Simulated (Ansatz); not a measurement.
# Al15CoN16: the cost of one run

Program: Ansatz 0.2.0. Level of theory: DFT, PBE, plane-wave PAW, default files, scalar-relativistic, as far as a step names no other. These are calculated values, not measurements.

The COD entry's cell or inner coordinates are ideal or old and differ from later refinements, so a difference from it is no clean test against experiment.

### Step 1. The structure to begin with

Symmetry: P1, No. 1, triclinic system. Conventional cell: a = 6.226 Å, b = 6.226 Å, c = 9.962 Å, α = 90.00°, β = 90.00°, γ = 120.00°. Co (site symmetry 1) is surrounded by 4 N at 1.83 to 2.01 Å. Al (site symmetry 1) has 4 N at 1.89 Å as nearest neighbours. Only part of the 32 independent sites is listed.

As a file:

```
Co Al N
1.0
     6.22600    0.00000    0.00000
    -3.11300    5.39187    0.00000
     0.00000    0.00000    9.96200
Co Al N
1 15 16
Direct
  0.18422 0.34618 0.00695
  0.16667 0.33333 0.50000
  0.16667 0.83333 0.00000
  0.16667 0.83333 0.50000
  0.66667 0.33333 0.00000
  0.66667 0.33333 0.50000
  0.66667 0.83333 0.00000
  0.66667 0.83333 0.50000
  0.33333 0.16667 0.25000
  0.33333 0.16667 0.75000
  0.33333 0.66667 0.25000
  0.33333 0.66667 0.75000
  0.83333 0.16667 0.25000
  0.83333 0.16667 0.75000
  0.83333 0.66667 0.25000
  0.83333 0.66667 0.75000
  0.16667 0.33333 0.19000
  0.16667 0.33333 0.69000
  0.16667 0.83333 0.19000
  0.16667 0.83333 0.69000
  0.66667 0.33333 0.19000
  0.66667 0.33333 0.69000
  0.66667 0.83333 0.19000
  0.66667 0.83333 0.69000
  0.33333 0.16667 0.44000
  0.33333 0.16667 0.94000
  0.33333 0.66667 0.44000
  0.33333 0.66667 0.94000
  0.83333 0.16667 0.44000
  0.83333 0.16667 0.94000
  0.83333 0.66667 0.44000
  0.83333 0.66667 0.94000
```

Atom 1 of the input is the impurity.

### Step 2. Relaxing the atoms in the given cell

File input.yaml:

```yaml
crystal:
  lattice:
    - [6.226, 0.0, 0.0]
    - [-3.113, 5.391874164, 0.0]
    - [0.0, 0.0, 9.962]
  atoms:
    - { symbol: Co, position: [0.1842191935, 0.3461826748, 0.0069546308], spin: 3.0 }
    - { symbol: Al, position: [0.1666666666, 0.3333333334, 0.5] }
    - { symbol: Al, position: [0.1666666666, 0.8333333334, 0.0] }
    - { symbol: Al, position: [0.1666666666, 0.8333333334, 0.5] }
    - { symbol: Al, position: [0.6666666666, 0.3333333334, 0.0] }
    - { symbol: Al, position: [0.6666666666, 0.3333333334, 0.5] }
    - { symbol: Al, position: [0.6666666666, 0.8333333334, 0.0] }
    - { symbol: Al, position: [0.6666666666, 0.8333333334, 0.5] }
    - { symbol: Al, position: [0.3333333334, 0.1666666666, 0.25] }
    - { symbol: Al, position: [0.3333333334, 0.1666666666, 0.75] }
    - { symbol: Al, position: [0.3333333334, 0.6666666666, 0.25] }
    - { symbol: Al, position: [0.3333333334, 0.6666666666, 0.75] }
    - { symbol: Al, position: [0.8333333334, 0.1666666666, 0.25] }
    - { symbol: Al, position: [0.8333333334, 0.1666666666, 0.75] }
    - { symbol: Al, position: [0.8333333334, 0.6666666666, 0.25] }
    - { symbol: Al, position: [0.8333333334, 0.6666666666, 0.75] }
    - { symbol: "N", position: [0.1666666666, 0.3333333334, 0.19] }
    - { symbol: "N", position: [0.1666666666, 0.3333333334, 0.69] }
    - { symbol: "N", position: [0.1666666666, 0.8333333334, 0.19] }
    - { symbol: "N", position: [0.1666666666, 0.8333333334, 0.69] }
    - { symbol: "N", position: [0.6666666666, 0.3333333334, 0.19] }
    - { symbol: "N", position: [0.6666666666, 0.3333333334, 0.69] }
    - { symbol: "N", position: [0.6666666666, 0.8333333334, 0.19] }
    - { symbol: "N", position: [0.6666666666, 0.8333333334, 0.69] }
    - { symbol: "N", position: [0.3333333334, 0.1666666666, 0.44] }
    - { symbol: "N", position: [0.3333333334, 0.1666666666, 0.94] }
    - { symbol: "N", position: [0.3333333334, 0.6666666666, 0.44] }
    - { symbol: "N", position: [0.3333333334, 0.6666666666, 0.94] }
    - { symbol: "N", position: [0.8333333334, 0.1666666666, 0.44] }
    - { symbol: "N", position: [0.8333333334, 0.1666666666, 0.94] }
    - { symbol: "N", position: [0.8333333334, 0.6666666666, 0.44] }
    - { symbol: "N", position: [0.8333333334, 0.6666666666, 0.94] }
magnetization:
  spin_polarized: true
total_charge: -1
kpoints:
  mp_grid: { grid: [4, 4, 2] }
scf:
  occupations: { method: fermi_dirac, width: 0.01 }
hamiltonian:
  xc: pbe
  pseudopotentials: { kind: paw }
output:
  forces: true
  stress: true
  populations: true
  efg:
    quadrupole_moments_barn: { Co: 0.42, Al: 0.1466, "N": 0.02044 }
    contact_densities: true
relax:
  f_tol: 0.03
  max_steps: 40
```

Run with:

```bash
ansatz run input.yaml --threads 4 --pin off --max-ram 8192MiB --backend cpu --events-out ev --progress --plain --runs-dir out
```

**Question.** How long does this run take on 4 threads of Intel Xeon 6975P-C (Granite Rapids), shared host, and how much memory does it need?

About 2 min, with a peak of 1.9 GiB.
